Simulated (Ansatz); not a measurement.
# Ni (Nickel): the cost of one run

Program: Ansatz 0.2.0. Level of theory: DFT LDA, with the methods named in each step. These are calculated values, not measurements.

### Step 1. Starting point

Symmetry: Fm-3m, No. 225, cubic system. The conventional cell has a = 3.524 Å, b = 3.524 Å, c = 3.524 Å, α = 90.00°, β = 90.00°, γ = 90.00°. Ni (site symmetry m-3m) has 12 Ni at 2.49 Å as nearest neighbours.

As a file:

```
Ni
1.0
     0.00000    1.76194    1.76194
     1.76194    0.00000    1.76194
     1.76194    1.76194    0.00000
Ni
1
Cartesian
  0.0000 0.0000 0.0000
```

### Step 2. Free moments, LAPW

Input file input.yaml:

```yaml
crystal:
  lattice:
    - [0.0, 1.761935, 1.761935]
    - [1.761935, 0.0, 1.761935]
    - [1.761935, 1.761935, 0.0]
  atoms:
    - { symbol: Ni, position: [0.0, 0.0, 0.0], spin: 0.6 }
magnetization:
  spin_polarized: true
kpoints:
  mp_grid: { grid: [16, 16, 16] }
scf:
  occupations: { method: fermi_dirac, width: 0.1 }
  lower_state_search: "off"
hamiltonian:
  xc: lda
  pseudopotentials: { kind: all_electron, lapw: { basis_error: 0.0005 } }
output:
  forces: true
  stress: true
  eigenvalues: false
  populations: true
  dos: { projected: true, de: 0.1, e_range: [-8, 5] }
```

Command:

```bash
ansatz run input.yaml --threads 1 --pin off --max-ram 3072MiB --backend cpu --events-out ev --progress --plain --runs-dir out
```

What time and memory should one allow on 1 thread of Arm Neoverse V1, shared host?

About 29 s, with a peak of 0.4 GiB.
